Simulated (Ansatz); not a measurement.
# La2CuSi3: the cost of one run

Computed with Ansatz 0.2.0, driven from Python. Level of theory: DFT PBEsol, plane waves, PAW.

## 1. The system

Symmetry: P-6m2, No. 187, hexagonal system. The conventional cell has a = 4.130 Å, b = 4.130 Å, c = 8.698 Å, α = 90.00°, β = 90.00°, γ = 120.00°. La (site symmetry 3m) is surrounded by 9 Si at 3.21 to 3.25 Å and 3 Cu at 3.21 Å. Si (site symmetry -6m2) has 3 Si at 2.38 Å and 6 La at 3.25 Å in its first shell of neighbours. Around Si (site symmetry -6m2) lie 3 Cu at 2.38 Å and 6 La at 3.21 Å. Cu (site symmetry -6m2) is surrounded by 3 Si at 2.38 Å.

The script holds or builds the structure itself.

## 2. The script

The input, ecut.py:

```python
"""Cutoff test for La2CuSi3."""

import csv
import warnings

import ansatz as az
from pymatgen.core import Lattice, Structure
from pymatgen.io.ase import AseAtomsAdaptor

warnings.simplefilter("ignore", az.DeckWarning)

pmg_structure = Structure(
    Lattice([(4.13034, 0.0, 0.0), (-2.06517, 3.57698, 0.0), (0.0, 0.0, 8.69843)]),
    ["La", "La", "Si", "Si", "Si", "Cu"],
    [
        (1 / 3, 2 / 3, 0.24624),
        (1 / 3, 2 / 3, 0.75376),
        (2 / 3, 1 / 3, 0.5),
        (0.0, 0.0, 0.0),
        (0.0, 0.0, 0.5),
        (2 / 3, 1 / 3, 0.0),
    ],
)
crystal = az.Crystal.from_ase(AseAtomsAdaptor.get_atoms(pmg_structure))

setup = crystal.calculation()
setup = setup.functional("PBEsol").occupations("gaussian", width=0.15)
setup = setup.kpoints(6, 6, 3, center="gamma")
setup = setup.stress()

rows = []
for value in [250, 300, 350, 400]:
    summary = setup.basis(value).run().report
    rows.append((value, summary["free_energy_ev"] / len(summary["lattice"]["sites"]), summary["n_iterations"], sum(summary["stress_gpa"][i][i] for i in range(3)) / 3, summary["n_pw"]))

with open("ecut.csv", "w", newline="") as handle:
    writer = csv.writer(handle)
    writer.writerow(["cutoff (eV)", "F/atom (eV)", "iterations", "P (GPa)", "plane waves"])
    writer.writerows([round(v, 5) if isinstance(v, float) else v for v in row] for row in rows)

# differences from the last row
for row in rows[:-1]:
    shift = 1000 * (row[1] - rows[-1][1])
    print(f"{row[0]}: {shift:+.2f} meV/atom" + ("  (within 2 meV)" if abs(shift) < 2 else ""))
```

## 3. The calls as engine input

The package turns the script's settings into the engine's input (first run):

```yaml
crystal:
  lattice:
    - [4.13034, 0.0, 0.0]
    - [-2.06517, 3.57698, 0.0]
    - [0.0, 0.0, 8.69843]
  atoms:
    - { symbol: La, position: [0.3333333333333333, 0.6666666666666666, 0.24624] }
    - { symbol: La, position: [0.3333333333333333, 0.6666666666666666, 0.75376] }
    - { symbol: Si, position: [0.6666666666666666, 0.3333333333333333, 0.5] }
    - { symbol: Si, position: [0.0, 0.0, 0.0] }
    - { symbol: Si, position: [0.0, 0.0, 0.5] }
    - { symbol: Cu, position: [0.6666666666666666, 0.3333333333333333, 0.0] }
basis:
  ecutwfc: 250.0
kpoints:
  mp_grid:
    grid: [6, 6, 3]
    shift: [0.0, 0.0, 0.0]
hamiltonian:
  xc: pbesol
scf:
  occupations:
    method: gaussian
    width: 0.15
output:
  stress: true
```

## 4. Launch

Started as:

```console
> python ecut.py
```

What time and memory should one allow on 1 thread of Arm Neoverse V2, shared host?

About 16 s, with a peak of 0.5 GiB.
